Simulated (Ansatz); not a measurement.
Working through a surface slab of TiAl₃, space group Pm-3m

Program: Ansatz 0.2.0, Python API.

The cells in order, each with its output:

**Cell 1**
```python
import warnings

import ansatz as az
from ase import Atoms
from ase.build import surface
import numpy as np
```

**Cell 2**
```python
warnings.simplefilter("ignore", az.DeckWarning)

atoms = Atoms(
    ["Ti", "Al", "Al", "Al"],
    scaled_positions=[
        [0.0, 0.0, 0.0],
        [0.5, 0.5, 0.0],
        [0.5, 0.0, 0.5],
        [0.0, 0.5, 0.5],
    ],
    cell=[
        [3.95567, 0.0, 0.0],
        [0.0, 3.95567, 0.0],
        [0.0, 0.0, 3.95567],
    ],
    pbc=True,
)
# Miller indices count the vectors of the cell as typed
slab = surface(atoms, (1, 1, 0), 4, vacuum=8.0)
slab.pbc = True
```

**Cell 3**
```python
print(slab.get_chemical_formula(), "area {:.3f} A^2, cell height {:.2f} A".format(np.linalg.norm(np.cross(slab.cell[0], slab.cell[1])), slab.cell[2, 2]))


def prepared(structure):
    return (
        az.Crystal.from_ase(structure).calculation()
        .occupations("Gaussian", width=0.15)
        .functional("lda")
        .basis(35 * az.Ry)
    )
```
Output:
```text
Al12Ti4 area 22.129 A^2, cell height 25.79 A
```

**Cell 4**
```python
model = (
    prepared(slab)
    .kpoints(3, 4, 1)
    .electric_field(axis=3, dipole_correction=True)
    .relax(force_tolerance=0.03, max_steps=30)
)
outcome = model.run(threads=1, backend="cpu")
r = outcome.report
```

**Cell 5**
```python
outcome.unlabelled_reasons
```

**Cell 6**
```python
[(site.symbol, site.position_frac.round(4).tolist()) for site in outcome.lattice.sites]
```
Output:
```text
[(<Element.TI: 'Ti'>, [-0.0, 0.0, 0.3206]), (<Element.AL: 'Al'>, [0.5, 0.0, 0.3102]),
 (<Element.AL: 'Al'>, [0.2516, 0.5, 0.363]), (<Element.AL: 'Al'>, [0.7484, 0.5, 0.363]),
 (<Element.TI: 'Ti'>, [0.5, 0.0, 0.4208]), (<Element.AL: 'Al'>, [0.0, 0.0, 0.4208]),
 (<Element.AL: 'Al'>, [0.7504, 0.5, 0.4725]), (<Element.AL: 'Al'>, [0.2496, 0.5, 0.4725]),
 (<Element.TI: 'Ti'>, [-0.0, -0.0, 0.5256]), (<Element.AL: 'Al'>, [0.5, -0.0, 0.5264]),
 (<Element.AL: 'Al'>, [0.2474, 0.5, 0.5811]), (<Element.AL: 'Al'>, [0.7526, 0.5, 0.5811]),
 (<Element.TI: 'Ti'>, [0.5, -0.0, 0.6304]), (<Element.AL: 'Al'>, [0.0, 0.0, 0.6386]),
 (<Element.AL: 'Al'>, [0.7493, 0.5, 0.6868]), (<Element.AL: 'Al'>, [0.2507, 0.5, 0.6868])]
```

**Cell 7**
```python
r["kpoints_frac"][:4]
```
Output:
```text
[[0.0, 0.0, 0.0], [0.0, 0.25, 0.0], [0.0, -0.5, 0.0], [0.3333333333333333, 0.0, 0.0]]
```

**Cell 8**
```python
print(f"slab free energy {r['free_energy_ev']:.4f} eV, Fermi level {r['fermi_energy_ev']:.3f} eV")
for key, value in r["work_function"].items():
    if isinstance(value, float):
        print(f"{key:34s} {value:12.5f}")

print("atom   z before  z after (A)")
for atom, site in zip(slab, outcome.lattice.sites):
    print(f"{atom.symbol:3s} {atom.z:9.3f} {site.position_ang[2]:9.3f}")
```
Output:
```text
slab free energy -15957.2912 eV, Fermi level 1.961 eV
ramp_position                           0.95000
ramp_width                              0.10000
amplitude_v_ang                         0.00000
dipole_field_v_ang                      0.00488
dipole_moment_e_ang                     0.01540
phi_plus_ev                             4.22161
phi_minus_ev                            4.34758
vacuum_level_plus_ev                    6.18232
vacuum_level_minus_ev                   6.30829
flatness_plus_ev_ang                    0.00008
flatness_minus_ev_ang                   0.00007
ramp_density_extremum_e_ang3            0.00000
ramp_density_minimum_e_ang3            -0.00000
ramp_density_bound_e_ang3               0.00001
ramp_density_effective_e_ang3           0.00000
plane_spacing_ang                       0.13432
atom   z before  z after (A)
Ti      8.000     8.267
Al      8.000     8.001
Al      9.399     9.361
Al      9.399     9.361
Ti     10.797    10.852
Al     10.797    10.852
Al     12.196    12.185
Al     12.196    12.185
Ti     13.594    13.555
Al     13.594    13.576
Al     14.993    14.986
Al     14.993    14.986
Ti     16.391    16.259
Al     16.391    16.468
Al     17.790    17.712
Al     17.790    17.712
```

Notes:
- Absolute energies stand on the zero of these potentials, so only differences at equal settings mean something. A total without «per atom» is that of the whole cell that was run.
- For a metal this k-point mesh is coarse: on a finer one energies can move by several to tens of meV an atom and pressures by half a GPa or more, differences at one mesh by less.
- The relaxation stopped at 0.019 eV/Å, so the energy gained is a lower bound and displacements are uncertain.
- An absolute Fermi energy rests on an arbitrary zero of the periodic potential and has no direct meaning.
- This cell is a computed structure, which may not be the phase found in nature.
- The slab is thin and cut from the structure as given; a cut can leave two unlike or polar faces, and the surface energy is then their mean. Miller indices refer to the vectors of the cell as typed, and the lattice isn't relaxed for this functional, so relaxation and surface energy can hold strain.
- Run time: 66 s on 1 thread of Arm Neoverse V2, with other jobs on the host, peak memory 0.8 GiB.
